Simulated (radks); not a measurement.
# The Coulomb parameter U of the 4d shell of Pd²⁺

The task here is to estimate one member of a computed series from the others.

Method: scalar-relativistic Kohn-Sham, SCAN, spin-unpolarised, spherical densities, finite nucleus. Code: radks (a radial shooting solver on a logarithmic mesh, Libxc functionals) version 1.

## Starting point

```
element            : palladium (Z = 46)
charge             : +2
electrons          : 44
configuration      : [Kr] 4d7 5p1
nuclear rms radius : 4.5318 fm
```

The outer shells:

Pd²⁺
```
[Kr] core
4d [↑↓][↑↓][↑ ][↑ ][↑ ]
5p [↑ ][  ][  ]
```

Set-up of the first run:

The run's settings:

```text
Z 46
configuration [Kr] 4d7 5p1
relativity scalar-relativistic
functional scan,scan
spin unpolarised
nucleus finite rms 4.5318 fm
c 137.035999084
```

Among the steps run: Start: [Kr] 4d7 5p1.

One of the session's tables, all rows but one given; the rest of the session is left out.

It belongs to the step «Start: [Kr] 4d7 5p1». Radial moments (bohr):

| level | <r> | outermost maximum (interpolated) | 90 % within | nodes |
| --- | --- | --- | --- | --- |
| 2p | 0.1206 | 0.0934 | 0.196 | 0 |
| 3s | 0.3783 | 0.341 | 0.557 | 2 |
| 3p | 0.3781 | 0.335 | 0.569 | 1 |
| 3d | 0.3575 | 0.283 | 0.566 | 0 |
| 4s | ? | ? | ? | ? |
| 4p | 1.026 | 0.907 | 1.51 | 2 |
| 4d | 1.318 | 1.06 | 2.05 | 1 |
| 5p | 3.036 | 2.67 | 4.42 | 3 |

Q: Estimate the row for 4s from the others.

**Answer.** <r>: 0.9407; outermost maximum (interpolated): 0.852; 90 % within: 1.36; nodes: 3. In the column «<r>» it lies between 3s (0.3783) and 4p (1.026).
